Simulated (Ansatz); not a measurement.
# F− with SO₂: structure and interaction energy

An exercise on one series of results from a longer session: the logs are not shown, and one member is left open.

The runs use Ansatz 0.2.0, Gaussian basis; PBE0-D4 structure, single points in def2-TZVPPD.

Levels: PBE-D4, revPBE-D4, BLYP-D4, r2SCAN-D4, B97M-V, PBE0-D4, B3LYP-D4, HSE06-D4, wB97X-V, wB97M-V, B2PLYP, Hartree-Fock, MP2, CCSD, CCSD(T). The reference is CCSD(T) extrapolated to the basis limit.

Correlated methods freeze the cores. B3LYP uses VWN-RPA correlation. B2PLYP carries no dispersion term here.

163 further runs of the same task are left out: 163 set aside as unsound or not needed.

**Where the work starts**

The pair, from a GFN2-xTB docking trial: 4 atoms, charge -1, spin multiplicity 1.

Atoms are counted from 1 here; the program's logs count them from 0.

Bond lengths: O2–S3 1.467 Å, S3–O4 1.467 Å. Angles: O2–S3–O4 113.1°.

Geometry (Å):

```xyz
4
charge -1, multiplicity 1
F     0.07510   -0.03250   -1.59440
O    -0.41280    1.19700    0.64940
S    -0.39290   -0.19890    0.19740
O     0.73060   -0.96560    0.74760
```

Atoms 1 to 1 are fragment A (F−), the rest fragment B (SO₂).

The first run:

Input file pre/in.yaml:

```yaml
crystal:
  periodic: [false, false, false]
  atoms:
    - {symbol: F, position_ang: [0.075100, -0.032500, -1.594400]}
    - {symbol: O, position_ang: [-0.412800, 1.197000, 0.649400]}
    - {symbol: S, position_ang: [-0.392900, -0.198900, 0.197400]}
    - {symbol: O, position_ang: [0.730600, -0.965600, 0.747600]}
basis:
  gaussian: {orbitals: def2-SVPD}
total_charge: -1
hamiltonian: {xc: pbe, dispersion: d4}
relax: {f_tol: 0.03, max_steps: 250}
```

Started as:

```sh
$ ansatz run in.yaml --threads 2 --pin off --events-out ev --progress --plain --max-ram 5222MiB
```

Among the steps run: A first relaxation in a small basis; Relaxation at PBE0-D4; wB97X-V/def2-TZVPPD; wB97M-V/def2-TZVPPD; B2PLYP/def2-TZVPPD; B97M-V/def2-TZVPPD; CCSD(T)/def2-TZVPPD; MP2/def2-QZVPPD; Hartree-Fock/STO-3G; SPW92/def2-SVP; wB97M-V/def2-SVP; CCSD(T)/def2-SVP; Vibrations of the pair.

One of the session's tables, all rows but one given; the rest of the session is left out.

| method | interaction (meV) |
| --- | --- |
| PBE-D4 | -2339 |
| revPBE-D4 | -2214 |
| BLYP-D4 | -2089 |
| r2SCAN-D4 | -2568 |
| B97M-V | -2499 |
| PBE0-D4 | -2625 |
| B3LYP-D4 | -2377 |
| HSE06-D4 | -2626 |
| wB97X-V | -2557 |
| wB97M-V | -2517 |
| B2PLYP | -2224 |
| Hartree-Fock | -2742 |
| MP2 | -2097 |
| CCSD | ? |
| CCSD(T) | -2208 |
| CCSD(T)/CBS | -2402 |

**Question.** Estimate the row for CCSD.

The run gave: interaction (meV): -2324. In the column «interaction (meV)» it lies between PBE-D4 (-2339) and B2PLYP (-2224).

Among the levels timed on like hardware and quicker than the yardstick, those that no quicker one beats, quickest first: PBE-D4 (4.6 s, +63 meV); B3LYP-D4 (7 s, +25 meV).

For cost: B3LYP-D4 gets within 25 meV in 7 s, where CCSD(T)/CBS took 62 s; the quickest level in the cost chart, PBE-D4, takes 4.6 s and misses by 63 meV.

To keep in mind: A lower arrangement may exist.
